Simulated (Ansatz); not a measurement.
# TaTe in Ansatz: the effect of target pressure

The system is TaTe.

```
Ta Te
1.0
     3.42009    0.00000    0.00000
     0.00000    3.42009    0.00000
     0.00000    0.00000    3.42009
Ta Te
1 1
Direct
  0.50000 0.50000 0.50000
  0.00000 0.00000 0.00000
```

The cell was built by a generator and needn't be a form met in nature.

Alike in all runs:

| Property | Result |
| --- | --- |
| Program | Ansatz 0.2.0 |
| Task | relaxation of cell and atoms |
| Functional | PBE |
| Potentials or basis | Ansatz PAW |
| Cutoff | 420 eV (not typed: the program's choice for these potentials) |
| k mesh | 8 × 8 × 8 |
| Occupations | fermi-dirac, width 0.05 eV |
| Spin | no spin polarisation |

Each run relaxes the cell or the atoms first.

```csv
target pressure,relaxed volume (Å³/atom)
0 GPa,?
2 GPa,19.75
5 GPa,19.39
10 GPa,18.85
20 GPa,17.97
30 GPa,17.26
```

Task: What does the run with target pressure 0 GPa give?

Result: Relaxed volume 20.02 Å³/atom.

Worked out: In Murnaghan's law V^(-B') rises as a straight line in P. The other rows fit best with B' = 4.1, V0 = 20.01 Å³/atom and B0 = 147 GPa, which gives 20.01 Å³/atom at 0 GPa, against the run's 20.02.

Caveats: the plane-wave basis is chosen anew once the cell has moved, so the energies of steps on either side of that aren't comparable.
